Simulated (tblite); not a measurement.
**One shape, several levels: triplet C2H7InO**

We compute a comparison of 3 runs (GFN1-xTB, GFN2-xTB, IPEA1-xTB) of triplet C2H7InO. 

Program for the calculation: tblite 0.8.0.

16 further runs of the same task are left out: 16 set aside as unsound or not needed.

### Step 1. The system as given

C2H7InO has 11 atoms, charge 0, and is taken as a triplet. As SMILES of the parent species, `[CH3][In]([CH3])[OH]`. The coordinates come from a PBE0-D4/def2-TZVP relaxation. That shape belongs to the parent species and isn't relaxed for this state.

Bond lengths: C1–In2 2.148 Å, In2–C3 2.138 Å, In2–O4 2.007 Å, C1–H5 1.090 Å, C1–H6 1.090 Å, C1–H7 1.092 Å, C3–H8 1.090 Å, C3–H9 1.091 Å, C3–H10 1.091 Å, O4–H11 0.959 Å. Some angles: C1–In2–C3 136.7°, C1–In2–O4 114.2°, C3–In2–O4 109.1°, In2–C1–H5 110.1°, In2–C1–H6 111.1°, In2–C1–H7 109.5°, In2–C3–H8 108.7°, In2–C3–H9 110.5°, In2–C3–H10 110.8°, In2–O4–H11 114.0°.

### Step 2. Energy and forces at GFN1-xTB (run 1)

File job.py:

```python
import json
import numpy as np
from ase import Atoms
from ase.units import Bohr
from tblite.ase import TBLite
from ase.units import kJ, mol as mol_
from ase.units import Debye

system = Atoms(["C", "In", "C", "O", "H", "H", "H", "H", "H", "H", "H"], positions=Bohr * np.array([
    [-2.339292, 2.219672, -1.965882],
    [0.027212, -0.484148, -0.077479],
    [2.894682, -0.399110, 2.766370],
    [-0.528367, -4.072171, -1.172008],
    [-2.931343, 1.484002, -3.797405],
    [-1.351721, 4.007542, -2.237814],
    [-4.022093, 2.576075, -0.825999],
    [3.646038, -2.301686, 3.002397],
    [2.111580, 0.248877, 4.560665],
    [4.420258, 0.880045, 2.231200],
    [-1.803744, -4.266624, -2.445117],
]))
start = system.get_positions()

system.calc = TBLite(
    method="GFN1-xTB",
    multiplicity=3,
    accuracy=0.1,
    spin_polarization=1.0,
)
print(f"E: {system.get_potential_energy() / (kJ / mol_):.6f} kJ/mol")
print(f"Dipole: {np.linalg.norm(system.get_dipole_moment()) / Debye:.4f} D")
print("Charges:", np.round(system.get_charges(), 4))
print("Forces (eV/angstrom):")
for a, F in zip(system, system.get_forces()):
    print(f"{a.symbol:<2} {F[0]:11.6f} {F[1]:11.6f} {F[2]:11.6f}")
json.dump(dict(energy=system.get_potential_energy(), forces=system.get_forces().tolist(), dipole=system.get_dipole_moment().tolist(), charges=system.get_charges().tolist(),
               symbols=system.get_chemical_symbols(), start=start.tolist(), final=system.positions.tolist()), open("results.json", "w"))
```

Run with:

```bash
$ python job.py
```

The program printed:

```text
------------------------------------------------------------
  cycle        total energy    energy error   density error
------------------------------------------------------------
      1     -13.86997757222  -1.4006450E+01   4.0096263E-01
      2     -13.99694565722  -1.2696808E-01   2.1661327E-01
      3     -13.76273874359   2.3420691E-01   2.1583145E-01
      4     -13.61684333870   1.4589540E-01   2.7046433E-01
      5     -13.97722759400  -3.6038426E-01   7.4690761E-02
      6     -14.00048295721  -2.3255363E-02   5.4718505E-02
      7     -14.00206351922  -1.5805620E-03   5.0050823E-02
      8     -14.00454072847  -2.4772093E-03   3.9704863E-02
      9     -14.00746943153  -2.9287031E-03   2.6298703E-02
     10     -14.00807314930  -6.0371778E-04   2.2308542E-02
     11     -14.00884653045  -7.7338115E-04   1.6910001E-02
     12     -14.00959553400  -7.4900354E-04   8.5518814E-03
     13     -14.00984300310  -2.4746910E-04   1.4995235E-03
     14     -14.00984652301  -3.5199053E-06   8.8824086E-04
     15     -14.00984792902  -1.4060139E-06   5.5314654E-04
     16     -14.00984885230  -9.2328240E-07   7.0063881E-05
     17     -14.00984886795  -1.5645927E-08   1.6267543E-05
     18     -14.00984886785   1.0087930E-10   1.5740990E-05
     19     -14.00984886848  -6.3604411E-10   4.4119257E-06
     20     -14.00984886853  -4.7615245E-11   1.4309290E-06
------------------------------------------------------------

 total:                                   0.014 sec
E: -36782.853143 kJ/mol
Dipole: 4.2102 D
Charges: [-0.0899  0.4771 -0.1053 -0.6858  0.0249  0.0104  0.0161  0.044   0.0136
  0.0112  0.2838]
Forces (eV/angstrom):
C    -3.477319    4.044615   -2.677024
In   -0.120657   -1.317670   -0.343528
C     3.863658    0.224392    3.875828
O    -0.356935   -1.576281   -0.590078
H     0.362471   -0.320859    0.293739
H     0.211501   -0.365000    0.181341
H     0.379397   -0.347728    0.190343
H    -0.306686    0.024292   -0.313472
H    -0.247442   -0.029435   -0.307505
H    -0.286626   -0.056738   -0.245229
H    -0.021361   -0.279589   -0.064416
```

It took 0.2 s on 1 thread of Intel Xeon at 2.70GHz, shared host.

### Step 3. Energy and forces at GFN2-xTB (run 2)

File run.py:

```python
import json
import numpy as np
from tblite.interface import Calculator

symbols = ["C", "In", "C", "O", "H", "H", "H", "H", "H", "H", "H"]
numbers = np.array([6, 49, 6, 8, 1, 1, 1, 1, 1, 1, 1])
positions = np.array([
    [-1.237900, 1.174600, -1.040300],
    [0.014400, -0.256200, -0.041000],
    [1.531800, -0.211200, 1.463900],
    [-0.279600, -2.154900, -0.620200],
    [-1.551200, 0.785300, -2.009500],
    [-0.715300, 2.120700, -1.184200],
    [-2.128400, 1.363200, -0.437100],
    [1.929400, -1.218000, 1.588800],
    [1.117400, 0.131700, 2.413400],
    [2.339100, 0.465700, 1.180700],
    [-0.954500, -2.257800, -1.293900],
]) / 0.529177210903

calc = Calculator("GFN2-xTB", numbers, positions, charge=0, uhf=2)
calc.set("accuracy", 0.1)
calc.add("spin-polarization", 1.0)
sp = calc.singlepoint()

print(f"total energy: {sp.get('energy') * 2625.4996:.8f} kJ/mol")
eps = np.atleast_2d(sp.get("orbital-energies")) * 27.211386
occ = np.atleast_2d(sp.get("orbital-occupations"))
filled = occ.sum(axis=0) if eps.shape[0] == 1 else occ[0]
homo = np.nonzero(filled > 0.5)[0].max()
print(f"HOMO {eps[0, homo]:.4f} eV")
if homo + 1 < eps.shape[1]:
    print(f"LUMO {eps[0, homo + 1]:.4f} eV, gap {eps[0, homo + 1] - eps[0, homo]:.4f} eV")
mu = sp.get("dipole") * 2.541746
print(f"|mu|: {np.linalg.norm(mu):.4f} D, components " + " ".join(f"{c:.4f}" for c in mu))
q = sp.get("charges")
g = sp.get("gradient")
print("atom     charge      dE/dx        dE/dy        dE/dz   (Eh/bohr)")
for i, s in enumerate(symbols):
    print(f"{s:<2}{i + 1:<3} {q[i]:9.4f} {g[i, 0]:12.7f} {g[i, 1]:12.7f} {g[i, 2]:12.7f}")
print(f"gradient norm {np.linalg.norm(g):.6f} Eh/bohr")
out = {k: np.asarray(sp.get(k)).tolist() for k in ("energy", "gradient", "charges", "dipole", "orbital-energies", "orbital-occupations")}
out.update(symbols=symbols, positions=(positions * 0.529177210903).tolist())
json.dump(out, open("results.json", "w"))
```

Run with:

```bash
$ python run.py
```

The program printed:

```text
------------------------------------------------------------
  cycle        total energy    energy error   density error
------------------------------------------------------------
      1     -12.85516204964  -1.2987888E+01   2.7557737E-01
      2     -12.94433172783  -8.9169678E-02   1.6084146E-01
      3     -12.74664621880   1.9768551E-01   1.5985792E-01
      4     -12.93588374779  -1.8923753E-01   8.1374113E-02
      5     -12.95086625285  -1.4982505E-02   4.0271675E-02
      6     -12.95097256065  -1.0630780E-04   3.0034457E-02
[... 18 lines of this table left out ...]
     25     -12.95703289359  -3.1769964E-10   2.4767563E-06
     26     -12.95703289363  -4.2025050E-11   9.3162485E-07
------------------------------------------------------------

 total:                                   0.013 sec
total energy: -34018.68467941 kJ/mol
HOMO -6.6667 eV
LUMO -3.4052 eV, gap 3.2615 eV
|mu|: 3.9870 D, components -0.6395 3.9351 0.0446
atom     charge      dE/dx        dE/dy        dE/dz   (Eh/bohr)
C 1     -0.1501    0.0551139   -0.0618543    0.0421803
In2      0.2386    0.0024274    0.0388912    0.0108315
C 3     -0.1572   -0.0617736   -0.0028349   -0.0623277
O 4     -0.5967    0.0085577    0.0088646    0.0095362
H 5      0.0711   -0.0040457    0.0034358   -0.0023972
H 6      0.0656   -0.0031034    0.0041449   -0.0018212
H 7      0.0672   -0.0027136    0.0034072   -0.0025490
H 8      0.0765    0.0046864   -0.0004659    0.0047001
H 9      0.0583    0.0030138    0.0003848    0.0015519
H 10     0.0574    0.0014825    0.0001007    0.0031081
H 11     0.2693   -0.0036453    0.0059259   -0.0028129
gradient norm 0.135807 Eh/bohr
```

Wall time 0.16 s (1 thread of Intel Xeon at 2.70GHz, shared host).

### Step 4. Energy and forces at IPEA1-xTB (run 3)

File xtb_job.py:

```python
import json
import numpy as np
from tblite.interface import Calculator

symbols = ["C", "In", "C", "O", "H", "H", "H", "H", "H", "H", "H"]
numbers = np.array([6, 49, 6, 8, 1, 1, 1, 1, 1, 1, 1])
positions = np.array([
    [-1.237900, 1.174600, -1.040300],
    [0.014400, -0.256200, -0.041000],
    [1.531800, -0.211200, 1.463900],
    [-0.279600, -2.154900, -0.620200],
    [-1.551200, 0.785300, -2.009500],
    [-0.715300, 2.120700, -1.184200],
    [-2.128400, 1.363200, -0.437100],
    [1.929400, -1.218000, 1.588800],
    [1.117400, 0.131700, 2.413400],
    [2.339100, 0.465700, 1.180700],
    [-0.954500, -2.257800, -1.293900],
]) / 0.52917721

tb = Calculator("IPEA1-xTB", numbers, positions, charge=0, uhf=2)
tb.set("accuracy", 0.1)
tb.add("spin-polarization", 1.0)
res = tb.singlepoint()

print(f"Total energy: {res.get('energy') * 2625.4996:.8f} kJ/mol")
eps = np.atleast_2d(res.get("orbital-energies")) * 27.211386
occ = np.atleast_2d(res.get("orbital-occupations"))
filled = occ.sum(axis=0) if eps.shape[0] == 1 else occ[0]
homo = np.nonzero(filled > 0.5)[0].max()
print("  MO   occupation   energy/eV")
for i in range(max(0, homo - 4), min(eps.shape[1], homo + 5)):
    print(f"{i + 1:4d} {filled[i]:10.4f} {eps[0, i]:12.4f}")
mu = res.get("dipole") * 2.541746
print(f"Dipole moment: {np.linalg.norm(mu):.4f} D, components " + " ".join(f"{c:.4f}" for c in mu))
q = res.get("charges")
g = res.get("gradient")
print("atom     charge      dE/dx        dE/dy        dE/dz   (Eh/bohr)")
for i, s in enumerate(symbols):
    print(f"{s:<2}{i + 1:<3} {q[i]:9.4f} {g[i, 0]:12.7f} {g[i, 1]:12.7f} {g[i, 2]:12.7f}")
print(f"gradient norm {np.linalg.norm(g):.6f} Eh/bohr")
out = {k: np.asarray(res.get(k)).tolist() for k in ("energy", "gradient", "charges", "dipole", "orbital-energies", "orbital-occupations")}
out.update(symbols=symbols, positions=(positions * 0.529177210903).tolist())
json.dump(out, open("results.json", "w"))
```

Run with:

```bash
$ python xtb_job.py
```

The program printed:

```text
------------------------------------------------------------
  cycle        total energy    energy error   density error
------------------------------------------------------------
      1     -14.02133828347  -1.4226014E+01   3.6223802E-01
      2     -13.59476261874   4.2657566E-01   3.7564689E-01
      3     -14.23797503925  -6.4321242E-01   1.9841394E-01
[... 14 lines of this table left out ...]
     18     -14.74781652496  -1.2478552E-10   6.7657663E-07
------------------------------------------------------------

 total:                                   0.027 sec
Total energy: -38720.38638715 kJ/mol
  MO   occupation   energy/eV
   9     1.0000     -14.6210
  10     1.0000     -12.4210
  11     1.0000     -12.0642
[... 5 lines of this table left out ...]
  17     0.0000      -3.6650
Dipole moment: 4.1534 D, components -0.6141 4.1061 0.1157
atom     charge      dE/dx        dE/dy        dE/dz   (Eh/bohr)
C 1     -0.0662    0.0376395   -0.0476260    0.0287689
In2      0.2388    0.0026780    0.0393407    0.0100459
C 3     -0.0751   -0.0398078   -0.0063963   -0.0409325
[... 7 lines of this table left out ...]
H 11     0.1645    0.0054491    0.0112493    0.0071154
gradient norm 0.101110 Eh/bohr
```

Wall time 0.28 s (1 thread of Intel Xeon at 2.70GHz, shared host).

### Step 5. Overview of the runs

```tsv
run	level	energy (Eh)	dipole moment (D)	largest force (eV/Å)	wall time
1	GFN1-xTB	-14.009849	4.21	5.968	0.2 s
2	GFN2-xTB	-12.957033	3.99	4.781	0.16 s
3	IPEA1-xTB	-14.747817	4.15	3.454	0.28 s
```

### Step 6. Results

| quantity | value |
| --- | --- |
| run 3: total energy | -14.74782 Eh |
| run 3: dipole moment | 4.15 D |
| run 3: HOMO energy (as the program lists it) | -7.14 eV |
| run 3: LUMO energy (as the program lists it) | -5.57 eV |
| run 3: largest force on an atom | 3.454 eV/Å |

In words: The dipole moment (its size) runs from 3.99 D (GFN2-xTB) to 4.21 D (GFN1-xTB). Force-field and semi-empirical energies have zeros of their own, so their totals don't compare. All runs together took 0.64 s, the longest 0.28 s.
